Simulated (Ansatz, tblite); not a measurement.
# The cluster ZrCu4+: rung by rung

An exercise on one series of results from a longer session: the logs are not shown, and one member is left open.

Computed with Ansatz 0.2.0, Gaussian basis. Level: as each input shows.

The runs, in order: GFN1-xTB, GFN2-xTB, PBE-D4/def2-TZVP, r2SCAN-D4/def2-TZVP, LDA/def2-TZVP, revPBE-D4/def2-TZVP, PBE+10HF/def2-SVP, PBE+15HF/def2-SVP, PBE+40HF/def2-SVP, PBE-D4/def2-SVP, PBE0-D4/def2-SVP, MP2/def2-TZVP, RPA/def2-TZVP.

3 further runs of the same task are left out: 3 set aside as unsound or not needed.

### The relaxed structure

The doublet was relaxed beforehand with PBE-D4/def2-SVP. At that level it is the lowest of the isomers that a small search found.

5 atoms, charge 1, spin multiplicity 2.

Bond lengths: Zr1–Cu2 2.559 Å, Zr1–Cu3 2.540 Å, Zr1–Cu4 2.540 Å, Zr1–Cu5 2.559 Å, Cu2–Cu3 2.434 Å, Cu2–Cu4 2.435 Å, Cu3–Cu4 2.665 Å, Cu3–Cu5 2.434 Å, Cu4–Cu5 2.434 Å. Angles: Cu2–Zr1–Cu3 57.0°, Cu2–Zr1–Cu4 57.0°, Cu2–Zr1–Cu5 100.6°, Cu3–Zr1–Cu4 63.3°, Cu3–Zr1–Cu5 57.0°, Cu4–Zr1–Cu5 57.0°, Zr1–Cu2–Cu3 61.1°, Zr1–Cu2–Cu4 61.1°, Cu3–Cu2–Cu4 66.4°, Zr1–Cu3–Cu2 61.9°, Zr1–Cu3–Cu4 58.4°, Zr1–Cu3–Cu5 61.9°, Cu2–Cu3–Cu4 56.8°, Cu2–Cu3–Cu5 107.9°, Cu4–Cu3–Cu5 56.8°, Zr1–Cu4–Cu2 61.9°, Zr1–Cu4–Cu3 58.4°, Zr1–Cu4–Cu5 61.9° and more.

Zr takes a core potential in the def2 sets. No spin-orbit coupling is included. The ion is computed in the gas phase, without counter-ions or solvent.

PBE0-D4/def2-TZVP was run before; its log isn't repeated, and its numbers join the tables.

The first run:

Tight binding, by tblite at 300 K electronic temperature and without a spin-polarisation term:

```python
tblite.interface.Calculator('GFN1-xTB', numbers, positions, charge=1, uhf=1).singlepoint()
```

Tight binding, by tblite at 300 K electronic temperature and without a spin-polarisation term:

```python
tblite.interface.Calculator('GFN2-xTB', numbers, positions, charge=1, uhf=1).singlepoint()
```

start.molden holds the orbitals of an earlier run on this state, given as this run's starting guess.

Input file in.yaml:

```yaml
crystal:
  periodic: [false, false, false]
  atoms:
    - {symbol: Zr, position_ang: [1.168785, -0.930452, 0.275793]}
    - {symbol: Cu, position_ang: [0.705743, 1.422454, 1.168376]}
    - {symbol: Cu, position_ang: [-1.154325, -0.127569, 0.916606]}
    - {symbol: Cu, position_ang: [0.164217, 0.915867, -1.150500]}
    - {symbol: Cu, position_ang: [-0.884421, -1.280299, -1.210275]}
basis:
  gaussian: {orbitals: def2-TZVP, initial_orbitals: start.molden}
total_charge: 1
magnetization: {spin_polarized: true, initial_magnetization: 1}
hamiltonian: {xc: pbe, dispersion: d4}
scf: {omitted_lower_state_checks: [starts]}
output: {orbitals: {seedname: orbitals}}
```

Launch:

```bash
ansatz run in.yaml --threads 4 --pin off --events-out ev --progress --plain --max-ram 8704MiB
```

Among the steps run: PBE-D4/def2-TZVP; r2SCAN-D4/def2-TZVP; LDA/def2-TZVP; revPBE-D4/def2-TZVP; PBE+10HF/def2-SVP; PBE+15HF/def2-SVP; PBE+40HF/def2-SVP; PBE-D4/def2-SVP; PBE0-D4/def2-SVP; MP2/def2-TZVP; RPA/def2-TZVP.

One table of the session follows, with a row left open; its other results are not shown here.

It belongs to the step «Levels side by side». 

```
              level  HOMO (eV)  LUMO (eV)  gap (eV)
      LDA/def2-TZVP      -8.81      -8.40      0.41
    PBE-D4/def2-SVP      -8.33      -7.81      0.53
   PBE-D4/def2-TZVP      -8.59      -8.01      0.58
revPBE-D4/def2-TZVP      -8.48      -7.85      0.63
r2SCAN-D4/def2-TZVP      -8.55      -7.68      0.87
   PBE0-D4/def2-SVP      -8.88      -6.75      2.13
  PBE0-D4/def2-TZVP      -9.11      -6.94      2.17
  PBE+10HF/def2-SVP      -8.53      -7.38      1.16
  PBE+15HF/def2-SVP          ?          ?         ?
  PBE+40HF/def2-SVP      -9.23      -6.19      3.04
```

Estimate the missing values for PBE+15HF/def2-SVP.

The run gave: HOMO (eV): -8.64; LUMO (eV): -7.15; gap (eV): 1.49. In the column «HOMO (eV)» it lies between LDA/def2-TZVP (-8.81) and PBE-D4/def2-TZVP (-8.59).
